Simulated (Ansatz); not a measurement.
# C2H3FOSi: comparison of dispersion corrections

Wanted for C2H3FOSi: a comparison of dispersion corrections.

Computed with Ansatz 0.2.0 through its Python package. The levels of theory stand in the script.

### Step 1. Starting point

Bond lengths: C1–C2 1.166 Å, C2–Si3 1.867 Å, Si3–O4 1.641 Å, Si3–F5 1.638 Å, C1–H6 1.118 Å, Si3–H7 1.436 Å, O4–H8 0.940 Å. Angles: C1–C2–Si3 177.9°, C2–C1–H6 174.1°, C2–Si3–O4 112.6°, C2–Si3–F5 107.5°, C2–Si3–H7 113.3°, O4–Si3–F5 102.2°, O4–Si3–H7 112.6°, F5–Si3–H7 107.8°, Si3–O4–H8 117.5°.

No structure file is read: the coordinates are typed or built in the script.

### Step 2. Script

disp_c2h3fosi.py

```python
import ansatz

BASIS = 'def2-SVP'

geometry = (
    ansatz.Crystal.molecule()
    .atom('C', [-0.5112, 1.8337, 1.075])
    .atom('C', [-0.2957, 0.9432, 0.3538])
    .atom('Si', [0.0934, -0.5072, -0.7562])
    .atom('O', [-0.0674, -1.9488, 0.0115])
    .atom('F', [1.6983, -0.4631, -1.0784])
    .atom('H', [-0.7966, 2.7229, 1.6897])
    .atom('H', [-0.6075, -0.4666, -2.0084])
    .atom('H', [0.5789, -2.1712, 0.6572])
)

setup = geometry.calculation().basis(gaussian=BASIS)
for name in ['revpbe', 'blyp']:
    for correction in ('d3bj', 'd4'):
        report = setup.functional(name, dispersion=correction).run(threads=1).report
        print(f'{name:8s} {correction:5s} total {report["free_energy_ev"]:.5f} eV, of which dispersion {1000 * report["dispersion"]["energy"]["ev"]:.2f} meV')
```

### Step 3. What the engine is handed

The engine receives this input (first run):

```yaml
crystal:
  periodic: [false, false, false]
  atoms:
    - { symbol: C, position_ang: [-0.5112, 1.8337, 1.075] }
    - { symbol: C, position_ang: [-0.2957, 0.9432, 0.3538] }
    - { symbol: Si, position_ang: [0.0934, -0.5072, -0.7562] }
    - { symbol: O, position_ang: [-0.0674, -1.9488, 0.0115] }
    - { symbol: F, position_ang: [1.6983, -0.4631, -1.0784] }
    - { symbol: H, position_ang: [-0.7966, 2.7229, 1.6897] }
    - { symbol: H, position_ang: [-0.6075, -0.4666, -2.0084] }
    - { symbol: H, position_ang: [0.5789, -2.1712, 0.6572] }
basis:
  gaussian:
    orbitals: def2-SVP
hamiltonian:
  xc: revpbe
  dispersion: d3bj
```

### Step 4. Running it

On the command line:

```sh
$ python disp_c2h3fosi.py
```

Output:

```text
revpbe   d3bj  total -14753.65825 eV, of which dispersion -362.98 meV
revpbe   d4    total -14753.76643 eV, of which dispersion -471.16 meV
blyp     d3bj  total -14756.06576 eV, of which dispersion -320.37 meV
blyp     d4    total -14756.08658 eV, of which dispersion -341.19 meV
```

Wall time 7.6 s (1 thread of Arm Neoverse V1, shared host); peak memory 0.17 GiB.

### Step 5. What changed from run to run

The engine's inputs for the other runs:

Run 2, against run 1:

```diff
@@ -17 +17 @@
-  dispersion: d3bj
+  dispersion: d4
```

Run 3, against run 1:

```diff
@@ -16 +16 @@
-  xc: revpbe
+  xc: blyp
```

Run 4, against run 1:

```diff
@@ -16,2 +16,2 @@
-  xc: revpbe
-  dispersion: d3bj
+  xc: blyp
+  dispersion: d4
```

### Step 6. Run by run

The 4 runs, in the order started:

```csv
run,functional,dispersion,energy (eV),SCF cycles,CPU time (s)
1,revpbe,d3bj,-14753.6582,16,1.6
2,revpbe,d4,-14753.7664,16,1.6
3,blyp,d3bj,-14756.0658,17,1.9
4,blyp,d4,-14756.0866,17,1.9
```

Totals hang on method, basis and potentials, so only like runs compare.

### Step 7. What came out

| quantity | value |
| --- | --- |
| dispersion energy | -471.16 to -320.37 meV |
| runs compared | 4 |

**Reading.** The dispersion term depends on the functional it is damped for, so it isn't a property of the molecule alone. All 4 runs converged (16 to 17 cycles). The geometry is a force-field or estimated start, not a minimum of this method, and the basis set is short of its limit. D4 holds the three-body term, and d3bj doesn't.
